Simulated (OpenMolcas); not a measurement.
# Mo³⁺ with 6 ligands (chloride): CASSCF and CASPT2 levels and susceptibility

Which state of Mo³⁺ lies lowest among these ligands, how large is the field, and what χT follows?

Program: OpenMolcas 26.06. Level of theory: state-averaged CASSCF and CASPT2, spin-orbit coupling by RASSI with atomic mean-field integrals. These are calculated values, not measurements, unless marked.

**1. What is computed**

| Quantity | Value |
| --- | --- |
| Species | Mo³⁺ (molybdenum, Z = 42, 39 electrons) |
| Basis | ANO-RCC-VDZP [6s5p3d1f], 151 functions with the ligands |
| Scalar Hamiltonian | DKH2, point nucleus |
| Inactive shells | 1s 2s 2p 3s 3p 3d 4s 4p of the metal, and all ligand shells |
| Active space | 3 electrons in 5 orbitals (4d) |
| Some configurations of this space | 4d3 |
| Orbitals | optimised for each spin and parity, averaged over all roots |

Outer shells as boxes (Hund's rule):

4d3
```
4d [↑ ][↑ ][↑ ][  ][  ]
```

Mo³⁺ is taken with 6 ligands (chloride) in octahedron coordination (Oh) at 2.45 Å. A charge of +0.5 e stands 2.6 Å behind each ligand. Ligand basis ANO-RCC-VDZP. The distances are assumed, not relaxed.

```xyz
7

Mo    0.0000    0.0000    0.0000
Cl    2.4500    0.0000    0.0000
Cl    0.0000    2.4500    0.0000
Cl   -2.4500    0.0000    0.0000
Cl    0.0000   -2.4500    0.0000
Cl    0.0000    0.0000    2.4500
Cl    0.0000    0.0000   -2.4500
```

The work runs as a chain of OpenMolcas steps in one folder; each step below is one input file. Labels, J, g values, rates, χT and fits are worked out afterwards by a script from the matrices that RASSI stores. The input lists half of the charges; inversion (Group=XYZ) makes the rest.

**2. GATEWAY and SEWARD: basis and integrals**

File a.inp:

```
&GATEWAY
Coord
7

Mo 0.0 0.0 0.0
Cl 2.450000 0.000000 0.000000
Cl 0.000000 2.450000 0.000000
Cl -2.450000 0.000000 0.000000
Cl 0.000000 -2.450000 0.000000
Cl 0.000000 0.000000 2.450000
Cl 0.000000 0.000000 -2.450000
Basis=Mo.ANO-RCC-VDZP,Cl.ANO-RCC-VDZP
Group=XYZ
NoMove
AngMom=0.0 0.0 0.0
AMFI
RICD
XField
3 Angstrom 0
5.050000 0.000000 0.000000 0.500000
0.000000 5.050000 0.000000 0.500000
0.000000 0.000000 5.050000 0.500000
&SEWARD
```

Launch:

```
$ OMP_NUM_THREADS=1 MOLCAS_MEM=2457 MOLCAS_PROJECT=a pymolcas a.inp > a.log
```

**3. Reference wave functions, quartets of even parity, 10 roots**

File a.inp:

```
&RASSCF
FileOrb=start.orb
Symmetry=1
Spin=4
nActEl=3 0 0
Inactive=36 36
Ras2=5 0
CIRoot=10 10 1
SDav=10
CIMx=300
Iter=150 100
PrWF=0.3
OrbListing=Nothing
MaxOrb=0
LevShft=1.0
>>> COPY $Project.JobIph JOB001
```

start.orb holds start orbitals that the driver prepared beforehand, or those of the step before.

**4. Reference wave functions, doublets of even parity, 40 roots**

File a.inp:

```
&RASSCF
FileOrb=start.orb
Symmetry=1
Spin=2
nActEl=3 0 0
Inactive=36 36
Ras2=5 0
CIRoot=40 40 1
SDav=40
CIMx=300
Iter=150 100
PrWF=0.3
OrbListing=Nothing
MaxOrb=0
LevShft=1.0
>>> COPY $Project.JobIph JOB002
```

**5. State interaction with spin-orbit coupling**

File a.inp:

```
&RASSI
NrOfJobIphs=2 10 40
1 2 3 4 5 6 7 8 9 10
1 2 3 4 5 6 7 8 9 10 11 12 13 14 15 16 17 18 19 20 21 22 23 24 25 26 27
28 29 30 31 32 33 34 35 36 37 38 39 40
IphNames
JOB001
JOB002
EJob
SpinOrbit
DIPRint=1.0
SOCoupling=1000.0
Subsets=2
Property=9
'ANGMOM' 1 'ANGMOM' 2 'ANGMOM' 3 'MLTPL  1' 1 'MLTPL  1' 2 'MLTPL  1' 3
'AMFI' 1 'AMFI' 2 'AMFI' 3
SOProperty=3
'ANGMOM' 1 'ANGMOM' 2 'ANGMOM' 3
```

**6. CASPT2: IPEA 0.25, imaginary shift 0.1 (closed shells correlated: 4s 4p of the metal, with ligand shells; the Frozen line counts the rest)**

File a.inp:

```
>>> COPY JOB001 $Project.JobIph
&CASPT2
Multistate=10 1 2 3 4 5 6 7 8 9 10
NoMult
Frozen=23 21
IPEA=0.25
Imaginary=0.1
MaxIter=60
WThr=0.0 0.3 0.05
PrWF=0.5
NoMix
>>> COPY JOB002 $Project.JobIph
&CASPT2
Multistate=40 1 2 3 4 5 6 7 8 9 10 11 12 13 14 15 16 17 18 19 20 21 22
23 24 25 26 27 28 29 30 31 32 33 34 35 36 37 38 39 40
NoMult
Frozen=23 21
IPEA=0.25
Imaginary=0.1
MaxIter=60
WThr=0.0 0.3 0.05
PrWF=0.5
NoMix
```

(Steps that only read results are left out.)

Before running it: what results should come out? Wanted: spin-free ground state; first state of the same spin within the active space; lowest level; next level.

The runs gave:

| quantity | value |
| --- | --- |
| method | SS-CASPT2, IPEA 0.25, imaginary shift 0.1 (closed shells correlated: 4s 4p of the metal, with ligand shells; the Frozen line counts the rest) |
| spin-free ground state | 4A2, 1-fold in its orbital part |
| first state of the same spin within the active space | 4T2 at 19100 cm⁻¹ |
| lowest level | 4-fold Γ8 |
| next level | 10148.6 cm⁻¹ |
| χT at 300 K | 1.76 cm³ K/mol |
| effective moment at 300 K | 3.75 μB |

Cost by method:

```tsv
method	time of its own steps	time with the reference
A. CASSCF	35 s	35 s
B. SS-CASPT2, IPEA 0.25, imaginary shift 0.1, +4s 4p	2.3 min	2.9 min
```

Times are of one thread on a shared host.

What this shows: The spin-free ground state (4A2) is 1-fold and keeps the highest spin of the shell. χT at 300 K is 1.76, against 1.88 cm³ K/mol for the spin alone; near agreement at one temperature doesn't show that the orbital moment is quenched. A ligand-field fit to the states below 45000 cm-1 gives 10Dq = 18588 cm-1, B = 485 cm-1 and C = 2006 cm-1 (C/B = 4.13), with a deviation of 408 cm-1. CASPT2 does not keep the components of a term degenerate, and the means are used.
